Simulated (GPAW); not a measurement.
# Sr2SO (P4/mmm) in GPAW: convergence with convergence criteria

Aim: find how far convergence criteria must go before the results for Sr2SO settle, at r2SCAN. This setting moves, with any that are tied to it; all else stays.

Program: GPAW 26.7.0. These are calculated values, not measurements. Logs are shortened: lines on timing, memory, paths and dates and some standing lists are left out, and cuts for length are marked. The log counts tension as positive stress, the text compression.

### Step 1. The crystal as given

It takes space group P4/mmm (No. 123, tetragonal). The conventional cell has a = 4.043 Å, b = 4.043 Å, c = 5.718 Å, α = 90.00°, β = 90.00°, γ = 90.00°. Sr (site symmetry 4/mmm) is surrounded by 2 O at 2.86 Å and 4 S at 2.86 Å. Sr (site symmetry 4/mmm) has 2 S at 2.86 Å and 4 O at 2.86 Å as nearest neighbours. S (site symmetry 4/mmm) has 6 Sr at 2.86 Å as nearest neighbours. O (site symmetry 4/mmm) has 6 Sr at 2.86 Å as nearest neighbours.

The cell comes from a database or a generator and needn't be the stable form of this composition.

### Step 2. With convergence criteria density=0.001 energy=0.01 eigenstates=0.0001

run.py

```python
from ase.dft.bandgap import bandgap
from ase.io import read, write
from ase.units import GPa
from gpaw import GPAW, PW

atoms = read('Sr2SO.xyz')

calc = GPAW(mode=PW(800),
            xc='MGGA_X_R2SCAN+MGGA_C_R2SCAN',
            kpts={'size': (4, 4, 3), 'gamma': True},
            occupations={'name': 'fermi-dirac', 'width': 0.05},
            nbands=28,
            convergence={'density': 0.001, 'energy': 0.01, 'eigenstates': 0.0001},
            maxiter=100,
            txt='gpaw.txt')
atoms.calc = calc
energy = atoms.get_potential_energy()
forces = atoms.get_forces()
stress = atoms.get_stress()
calc.write('gs.gpw')
write('result.traj', atoms)
print(f'Energy: {energy:.6f} eV')
print('Forces (eV/A):')
print(forces.round(4))
print('Stress (GPa):', (stress / GPa).round(3))
print('Fermi level:', round(calc.get_fermi_level(), 4), 'eV')
print(f'Gap: {bandgap(calc)[0]:.4f} eV, direct: {bandgap(calc, direct=True)[0]:.4f} eV')
```

Sr2SO.xyz

```xyz
4
Lattice="4.0432370000 0.0000000000 0.0000000000 0.0000000000 4.0432370000 0.0000000000 0.0000000000 0.0000000000 5.7180000000" Properties=species:S:1:pos:R:3 pbc="T T T"
Sr     2.0216185000      2.0216185000      2.8590000000
Sr     0.0000000000      0.0000000000      0.0000000000
S      0.0000000000      0.0000000000      2.8590000000
O      2.0216185000      2.0216185000      0.0000000000
```

Potentials or basis: GPAW PAW data sets (gpaw-data 1.2.1), pw.

On the command line:

```
$ OMP_NUM_THREADS=1 python run.py
```

Wall time 66 s (1 thread of Arm Neoverse V1, shared host); peak memory 0.31 GiB.

What came out:

```
Free energy            : -49.2069 eV
Pressure               : -0.7 GPa
Band gap on the k mesh : 2.65 eV, direct
```

### Step 3. With convergence criteria default

run.py: that of step 2 with these lines changed.

```diff
@@ -12,3 +12,2 @@
             nbands=28,
-            convergence={'density': 0.001, 'energy': 0.01, 'eigenstates': 0.0001},
             maxiter=100,
```

Sr2SO.xyz is that of step 2.

Potentials or basis: GPAW PAW data sets (gpaw-data 1.2.1), pw.

On the command line:

```
$ OMP_NUM_THREADS=1 python run.py
```

Run time: 87 s. Hardware: 1 thread of Arm Neoverse V1, shared host; peak memory 0.31 GiB.

The run converged. Its results:

| Quantity | Value |
| --- | --- |
| Free energy | -49.2069 eV |
| Pressure | -0.7 GPa |
| Band gap on the k mesh | 2.66 eV, direct |

### Step 4. With convergence criteria density=1e-05 energy=1e-05

run.py: that of step 3 with these lines changed.

```diff
@@ -12,2 +12,3 @@
             nbands=28,
+            convergence={'density': 1e-05, 'energy': 1e-05},
             maxiter=100,
```

Sr2SO.xyz is that of step 3.

On the command line:

```
$ OMP_NUM_THREADS=1 python run.py
```

Wall time 91 s (1 thread of Arm Neoverse V1, shared host); peak memory 0.31 GiB.

Results (log left out):

```yaml
Free_energy: -49.2069 eV
Pressure: -0.7 GPa
Band_gap_on_the_k_mesh: 2.66 eV, direct
```

### Step 5. With convergence criteria density=1e-05 forces=0.0001

run.py: that of step 4 with these lines changed.

```diff
@@ -12,3 +12,3 @@
             nbands=28,
-            convergence={'density': 1e-05, 'energy': 1e-05},
+            convergence={'density': 1e-05, 'forces': 0.0001},
             maxiter=100,
```

Sr2SO.xyz is that of step 4.

On the command line:

```
$ OMP_NUM_THREADS=1 python run.py
```

Wall time 95 s (1 thread of Arm Neoverse V1, shared host); peak memory 0.32 GiB.

It converged, with:

| Quantity | Value |
| --- | --- |
| Free energy | -49.2069 eV |
| Pressure | -0.7 GPa |
| Band gap on the k mesh | 2.66 eV, direct |

### Step 6. With convergence criteria density=1e-06 energy=1e-06 eigenstates=1e-10

run.py: that of step 5 with these lines changed.

```diff
@@ -12,3 +12,3 @@
             nbands=28,
-            convergence={'density': 1e-05, 'forces': 0.0001},
+            convergence={'density': 1e-06, 'energy': 1e-06, 'eigenstates': 1e-10},
             maxiter=100,
```

Sr2SO.xyz is that of step 5.

Potentials or basis: GPAW PAW data sets (gpaw-data 1.2.1), pw.

On the command line:

```
$ OMP_NUM_THREADS=1 python run.py
```

gpaw.txt:

```text
__  _  _
 | _ |_)|_||  |
 |__||  | ||/\| - 26.7.0

Input parameters:
  mode=PW(ecut=800.0),
  convergence={'density': 1e-06, 'energy': 1e-06, 'eigenstates': 1e-10},
  kpts=MonkhorstPack(size=(4, 4, 3), gamma=True),
  maxiter=100,
  nbands=28,
  occupations=Occupations(name='fermi-dirac', width=0.05),
  xc=XC(name='MGGA_X_R2SCAN+MGGA_C_R2SCAN')

Diagonalizing LCAO Hamiltonian
Converting LCAO to pw mode
   .---------.
  /|         |
 * |         |
 | |         |
 | |         |
 | |   Sr    |
 S |         |
 | .---------.
 |/    O    /
 Sr--------*

Atoms  # Å, Bohr magnetons
|   | symbol |        x |        y |        z |    initial magnetic moments |
|---|--------|----------|----------|----------|-----------------------------|
| 0 |     Sr | 2.021619 | 2.021619 | 2.859000 | ( 0.0000,  0.0000,  0.0000) |
| 1 |     Sr | 0.000000 | 0.000000 | 0.000000 | ( 0.0000,  0.0000,  0.0000) |
| 2 |      S | 0.000000 | 0.000000 | 2.859000 | ( 0.0000,  0.0000,  0.0000) |
| 3 |      O | 2.021619 | 2.021619 | 0.000000 | ( 0.0000,  0.0000,  0.0000) |

Unit cell  # Å
| periodic |        x |        y |        z |  lengths |    angles |
|----------|----------|----------|----------|----------|-----------|
|      yes | 4.043237 | 0.000000 | 0.000000 | 4.043237 | 90.000000 |
|      yes | 0.000000 | 4.043237 | 0.000000 | 4.043237 | 90.000000 |
|      yes | 0.000000 | 0.000000 | 5.718000 | 5.718000 | 90.000000 |

Number of symmetries: 16
Symmetry operations  # r_c * U_cc + t_c -> r_c
|    | kind |            matrix            |
|----|------|------------------------------|
|  0 |  E   |  1, 0, 0,  0, 1, 0,  0, 0, 1 |
|  1 |  σ   |  1, 0, 0,  0, 1, 0,  0, 0,-1 |
|  2 |  σ   |  1, 0, 0,  0,-1, 0,  0, 0, 1 |
|  3 |  C2  |  1, 0, 0,  0,-1, 0,  0, 0,-1 |
|  4 |  σ   |  0, 1, 0,  1, 0, 0,  0, 0, 1 |
|  5 |  C2  |  0, 1, 0,  1, 0, 0,  0, 0,-1 |
|  6 |  C4  |  0, 1, 0, -1, 0, 0,  0, 0, 1 |
|  7 |  S4  |  0, 1, 0, -1, 0, 0,  0, 0,-1 |
|  8 |  C4  |  0,-1, 0,  1, 0, 0,  0, 0, 1 |
|  9 |  S4  |  0,-1, 0,  1, 0, 0,  0, 0,-1 |
| 10 |  σ   |  0,-1, 0, -1, 0, 0,  0, 0, 1 |
| 11 |  C2  |  0,-1, 0, -1, 0, 0,  0, 0,-1 |
| 12 |  σ   | -1, 0, 0,  0, 1, 0,  0, 0, 1 |
| 13 |  C2  | -1, 0, 0,  0, 1, 0,  0, 0,-1 |
| 14 |  C2  | -1, 0, 0,  0,-1, 0,  0, 0, 1 |
| 15 |  i   | -1, 0, 0,  0,-1, 0,  0, 0,-1 |

BZ-sampling:
  Number of BZ points: 48
  Number of IBZ points: 12

  Monkhorst-Pack size: [4, 4, 3]
  Monkhorst-Pack shift: [0.125, 0.125, 0.0]

K-points  # in reciprocal-cell coordinates
|     |                                coordinates |     weight |
|-----|--------------------------------------------|------------|
|   0 | (  0.00000000,   0.00000000,   0.00000000) | 0.02083333 |
|   1 | (  0.00000000,   0.00000000,   0.33333333) | 0.04166667 |
|   2 | (  0.25000000,   0.00000000,   0.00000000) | 0.08333333 |
|   3 | (  0.25000000,   0.00000000,   0.33333333) | 0.16666667 |
|   4 | (  0.25000000,   0.25000000,   0.00000000) | 0.08333333 |
|   5 | (  0.25000000,   0.25000000,   0.33333333) | 0.16666667 |
|   6 | (  0.50000000,   0.00000000,   0.00000000) | 0.04166667 |
|   7 | (  0.50000000,   0.00000000,   0.33333333) | 0.08333333 |
|   8 | (  0.50000000,   0.25000000,   0.00000000) | 0.08333333 |
|   9 | (  0.50000000,   0.25000000,   0.33333333) | 0.16666667 |
| ... |                                            |            |
|  11 | (  0.50000000,   0.50000000,   0.33333333) | 0.04166667 |

Plane wave coefficients: 4823
Cutoff: 800.0 eV

Spin-components: 1 (collinear spins)
Bands:           28
Projectors:      20
Spin-degeneracy: 2
Datatype:        complex128

Parallelization:
  kpt:    1
  domain: 1
  band:   1

Density:
  Valence electrons: 32.0
  Components: 1
  Grid points: [27 27 40]
  Charge: 0.0  # |e|

Potential:
  Grid points: [27 27 40]

species:
  Sr:
    name:    Strontium
    Z:       38.0
    valence: 10
    core:    28
    charge:  0.0  # [|e|]
    compensation charges:
      type: gauss
      rc: 0.40  # [Å]
      lmax: 2
    cutoffs:
      filter: 2.39  # [Å]
      core: 1.85  # [Å]
    projectors
    | kind |    occ | energy [eV] | rcut [Å] |
    |------|--------|-------------|----------|
    |   4s |  2.000 |     -40.883 |    1.291 |
    |   5s |  2.000 |      -3.525 |    1.291 |
    |   4p |  6.000 |     -22.826 |    1.291 |
    |    p |        |       4.386 |    1.291 |
    |    d |        |       0.000 |    1.254 |

    Using partial waves for Sr as LCAO basis

  S:
    name:    Sulfur
    Z:       16.0
    valence: 6
    core:    10
    charge:  0.0  # [|e|]
    compensation charges:
      type: gauss
      rc: 0.24  # [Å]
      lmax: 2
    cutoffs:
      filter: 1.77  # [Å]
      core: 1.66  # [Å]
    projectors
    | kind |    occ | energy [eV] | rcut [Å] |
    |------|--------|-------------|----------|
    |   3s |  2.000 |     -17.254 |    0.974 |
    |   3p |  4.000 |      -7.008 |    0.979 |
    |    s |        |       9.957 |    0.974 |
    |    p |        |      20.203 |    0.979 |
    |    d |        |       0.000 |    0.900 |

    Using partial waves for S as LCAO basis

  O:
    name:    Oxygen
    Z:       8.0
    valence: 6
    core:    2
    charge:  0.0  # [|e|]
    compensation charges:
      type: gauss
      rc: 0.21  # [Å]
      lmax: 2
    cutoffs:
      filter: 1.17  # [Å]
      core: 0.83  # [Å]
    projectors
    | kind |    occ | energy [eV] | rcut [Å] |
    |------|--------|-------------|----------|
    |   2s |  2.000 |     -23.961 |    0.688 |
    |   2p |  4.000 |      -9.029 |    0.598 |
    |    s |        |       3.251 |    0.688 |
    |    p |        |      18.182 |    0.598 |
    |    d |        |       0.000 |    0.619 |

    Using partial waves for O as LCAO basis

Reference energy: -185892.012214  # eV

eigensolver:
  PPCG
  Converge bands: occupied
  niter=2

density mixing:
  MSR1-Mixer
  Pratt-step length: 0.05
  Maximum mixing coefficient: 0.75
  Old densities: 10
  SVD Regularization: 0.005
  Good broyden scale: 1.0
  Trust region scale: 1.0
  Backstep threshold: 4.0
  History deletion threshold: 6.0
  Fourier metric: weight=20.0, sigma=0.015

occupation numbers:
  Fermi-Dirac:
    width: 0.0500  # eV

poisson solver:
  ecut: 6400.0  # eV

xc functional:
  name: MGGA_X_R2SCAN+MGGA_C_R2SCAN with 2 nearest neighbor stencil

convergence criteria:
- Maximum integral of absolute [dens]ity change: 1e-06 electrons / valence electron
- Maximum [total energy] change in last 3 cyles: 1e-06 eV / valence electron
- Maximum integral of absolute [eigenst]ate change: 1e-10 eV^2 / valence electron
maximum number of iterations: 100

SCF iterations
|iter     | |      energy | eigst |  dens |
|---------|-|-------------|-------|-------|
|iter:   1| |  -61.478051 | +0.24 |       |
|iter:   2| |  -50.403877 | -1.48 | -0.99 |
|iter:   3| |  -51.841371 | -0.61 | -1.01 |
|iter:   4| |  -49.332963 | -0.79 | -0.95 |
|iter:   5| |  -49.221485 | -2.20 | -1.56 |
|iter:   6| |  -49.207927 | -2.95 | -2.15 |
|iter:   7| |  -49.206822 | -4.10 | -2.55 |
|iter:   8| |  -49.206894 | -5.18 | -3.13 |
|iter:   9| |  -49.206885 | -6.25 | -3.66 |
|iter:  10| |  -49.206885c| -7.98 | -4.54 |
|iter:  11| |  -49.206885c| -9.20 | -5.13 |
|iter:  12| |  -49.206885c|-10.23c| -5.67 |
|iter:  13| |  -49.206885c|-10.72c| -6.44c|

Converged in 13 steps
Energy contributions relative to reference atoms: (reference = -185892.012214)

Energy contributions:
  Kinetic:          13.995684
  Coulomb:          -9.898778
  Zero:             -0.551912
  External:          0.000000
  Xc:              -52.751878
  Entropy:          -0.000000
  Spinorbit:         0.000000
  ----------------------------
  Free energy:     -49.206885
  Extrapolated:    -49.206885

dipole moment: (-28.793690, -28.793690, -38.551070)  # |e|*Ang

Fermi level: 5.758
Eigenvalues  # (at kpt = [0.000, 0.000, 0.000])
| band index |      eig [eV] | occ [0-2] |
|------------|---------------|-----------|
|          0 |       -30.474 |     2.000 |
|        ... |               |           |
|          8 |       -11.434 |     2.000 |
|          9 |        -7.829 |     2.000 |
|         10 |         2.616 |     2.000 |
|         11 |         3.350 |     2.000 |
|         12 |         3.350 |     2.000 |
|         13 |         4.045 |     2.000 |
[... 8 lines left out ...]
|         22 |        10.182 |     0.000 |
|         23 |        11.807 |     0.000 |
|        ... |               |           |
|         27 |        13.998 |     0.000 |

Gap: 2.658 eV
Transition (v -> c):
  (s=0, k=0, n=15, [0.00, 0.00, 0.00]) -> (s=0, k=0, n=16, [0.00, 0.00, 0.00])
No difference between direct/indirect transitions

Forces  # eV/Ang
|        x |        y |       z |
|----------|----------|---------|
|  0.00000 |  0.00000 | 0.00000 |  # Sr   0
| -0.00000 | -0.00000 | 0.00000 |  # Sr   1
| -0.00000 | -0.00000 | 0.00000 |  # S    2
| -0.00000 |  0.00000 | 0.00000 |  # O    3

Stress tensor  # eV/Ang^3
|        x |        y |        z |
|----------|----------|----------|
| 0.004462 | 0.000000 | 0.000000 |
| 0.000000 | 0.004462 | 0.000000 |
| 0.000000 | 0.000000 | 0.003819 |

# Writing to gs.gpw (mode='')
```

stdout:

```text
Energy: -49.206885 eV
Forces (eV/A):
[[ 0.  0.  0.]
 [-0. -0.  0.]
 [-0. -0.  0.]
 [-0.  0.  0.]]
Stress (GPa): [0.715 0.715 0.612 0.    0.    0.   ]
Fermi level: 5.7579 eV
Gap: 2.6578 eV, direct: 2.6578 eV
```

Run time: 1.8 min. Hardware: 1 thread of Arm Neoverse V1, shared host; peak memory 0.31 GiB.

What came out:

| Property | Result |
| --- | --- |
| Free energy | -49.2069 eV |
| Pressure | -0.7 GPa |
| Band gap on the k mesh | 2.66 eV, direct |

### Step 7. Summary

| convergence criteria | energy less the tightest run, at zero smearing (meV/atom) | pressure (GPa) | gap on the mesh (eV) | SCF cycles | CPU time (s) | peak memory (GiB) |
| --- | --- | --- | --- | --- | --- | --- |
| density=0.001 energy=0.01 eigenstates=0.0001 | 0.00 | -0.75 | 2.650 | 8 | 66 | 0.31 |
| default | 0.00 | -0.68 | 2.658 | 10 | 87 | 0.31 |
| density=1e-05 energy=1e-05 | 0.00 | -0.68 | 2.658 | 11 | 91 | 0.31 |
| density=1e-05 forces=0.0001 | 0.00 | -0.68 | 2.658 | 12 | 95 | 0.32 |
| density=1e-06 energy=1e-06 eigenstates=1e-10 | 0.00 | -0.68 | 2.658 | 13 | 110 | 0.31 |

Against the tightest run, the energy stays within 1 meV/atom from density=0.001 energy=0.01 eigenstates=0.0001 on; the pressure stays within 0.1 GPa from density=0.001 energy=0.01 eigenstates=0.0001 on; the gap on the mesh stays within 0.01 eV from density=0.001 energy=0.01 eigenstates=0.0001 on. The tightest run that finished is the yardstick and may itself not be fully converged.

Caveats: the PAW data sets were made with another functional, which shifts forces and pressure a little; an odd mesh through Γ misses points on the zone boundary, where band edges often lie.
